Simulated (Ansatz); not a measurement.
**SnH₃F (SMILES [F][SnH3]): a relaxed scan of the bond length F1–Sn2**

Aim: the energy along the bond length F1–Sn2, from CCSD(T) and from cheaper methods, relative to the minimum. At each value the rest of the molecule is relaxed at PBE0-D4 with the distance held.

Method: single points in def2-TZVPP; program: Ansatz 0.2.0, Gaussian basis.

Levels: PBE-D4, r2SCAN-D4, PBE0-D4, B3LYP-D4, wB97M-V, Hartree-Fock, MP2, CCSD, CCSD(T). The scan takes 1.733, 1.772, 1.829, 1.895, 1.968, 2.047, 2.131, 2.219, 2.311 Å.

Cores are frozen in the correlated methods. Filled d shells of the heavier atoms are correlated. Core potentials replace the inner electrons past krypton, and spin-orbit coupling is left out. B3LYP uses VWN-RPA correlation.

19 further runs of the same task are left out: 19 set aside as unsound or not needed.

## Step 1: The starting structure

The minimum, relaxed at PBE0-D4: 5 atoms, charge 0, spin multiplicity 1.

Atoms are counted from 1 here; the program's logs count them from 0.

Bond lengths: F1–Sn2 1.926 Å, Sn2–H3 1.701 Å, Sn2–H4 1.701 Å, Sn2–H5 1.701 Å. Angles: F1–Sn2–H3 104.7°, F1–Sn2–H4 104.7°, F1–Sn2–H5 104.7°, H3–Sn2–H4 113.8°, H3–Sn2–H5 113.8°, H4–Sn2–H5 113.8°.

As a file:

```xyz
5

F    -1.2850    0.7183    1.0050
Sn    0.1004   -0.0659   -0.0790
H    -0.5284   -0.0548   -1.6591
H     0.3189   -1.6265    0.5606
H     1.4441    0.9552    0.1310
```

Energies of the minimum (eV), from earlier single points: PBE-D4 -8595.83284, r2SCAN-D4 -8599.71594, PBE0-D4 -8596.15008, B3LYP-D4 -8600.93649, wB97M-V -8596.37558, CCSD(T) -8577.10576.

At the minimum the bond length F1–Sn2 is 1.926 Å.

## Step 2: F1–Sn2 = 1.733 Å

relax/in.yaml reads:

```yaml
crystal:
  periodic: [false, false, false]
  atoms:
    - {symbol: F, position_ang: [-1.285011, 0.718292, 1.005022]}
    - {symbol: Sn, position_ang: [-0.038434, 0.012685, 0.029597]}
    - {symbol: H, position_ang: [-0.667260, 0.023798, -1.550502]}
    - {symbol: H, position_ang: [0.180096, -1.547878, 0.669244]}
    - {symbol: H, position_ang: [1.305239, 1.033806, 0.239630]}
basis:
  gaussian: {orbitals: def2-TZVP}
hamiltonian: {xc: pbe0, dispersion: d4}
relax: {f_tol: 0.005, max_steps: 200, constraints: [{distance: [0, 1]}]}
```

No record of the launch command was kept for these runs.

The runs that follow: F1–Sn2 = 1.772 Å; F1–Sn2 = 1.829 Å; F1–Sn2 = 1.895 Å; F1–Sn2 = 1.968 Å; F1–Sn2 = 2.047 Å; F1–Sn2 = 2.131 Å; F1–Sn2 = 2.219 Å; F1–Sn2 = 2.311 Å.

What does the calculation give? Wanted: highest point, CCSD(T); lowest point, CCSD(T); minimum along the scan, CCSD(T); RMS deviation from CCSD(T); largest T1 diagnostic.

The runs gave:

```
                       quantity                                                                                                                      value
         highest point, CCSD(T)                                                                                                        0.980 eV at 2.311 Å
          lowest point, CCSD(T)                                                                                                        0.000 eV at 1.926 Å
minimum along the scan, CCSD(T)                                                                                                                    1.920 Å
                curvature there                                                                                                                 24.2 eV/Å²
     RMS deviation from CCSD(T)  PBE-D4 0.129, r2SCAN-D4 0.041, PBE0-D4 0.029, B3LYP-D4 0.084, wB97M-V 0.030, Hartree-Fock 0.081, MP2 0.002, CCSD 0.021 eV
          largest T1 diagnostic                                                                                                                      0.017
```

A polynomial through the near points puts the CCSD(T) minimum 0.006 Å below the PBE0-D4 value. The third derivative is negative, the usual anharmonicity of a bond. Curvature against CCSD(T): PBE-D4 -16 %, Hartree-Fock +9 %. The curve of MP2 lies nearest to CCSD(T), that of PBE-D4 farthest.
